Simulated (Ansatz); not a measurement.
BiTe:

```
CELL_PARAMETERS angstrom
0.00000 3.23500 3.23500
3.23500 0.00000 3.23500
3.23500 3.23500 0.00000
ATOMIC_POSITIONS crystal
Bi 0.00000 0.00000 0.00000
Te 0.50000 0.50000 0.50000
```

Base run:

- Program: Ansatz 0.2.0
- Functional: PBEsol
- Potentials or basis: Ansatz PAW
- Cutoff: 420 eV (not typed: the program's choice for these potentials)
- k mesh: 7 × 7 × 7
- Occupations: fermi-dirac, width 0.05 eV
- Spin: spin-orbit coupling, no magnetisation

Its results: band gap on the k mesh none (metal or under the smearing width); pressure -0.3 GPa.

**Question.** The run is repeated on the same cell with these changes: k mesh from 7 × 7 × 7 to 6 × 6 × 6; spin from spin-orbit coupling, no magnetisation to no spin polarisation; potential files from those of the base run to others of the same set. What comes out?

**Answer.** Band gap on the k mesh none (metal or under the smearing width); pressure -1.5 GPa.

Several settings changed at once, so the effect can't be laid on one alone.

Caveats: the PAW data sets come from PBE, with cores solved anew for the run's functional, which leaves a small shift of forces and pressure; spin-orbit coupling is left out, which moves the levels of the heavy elements (some runs).
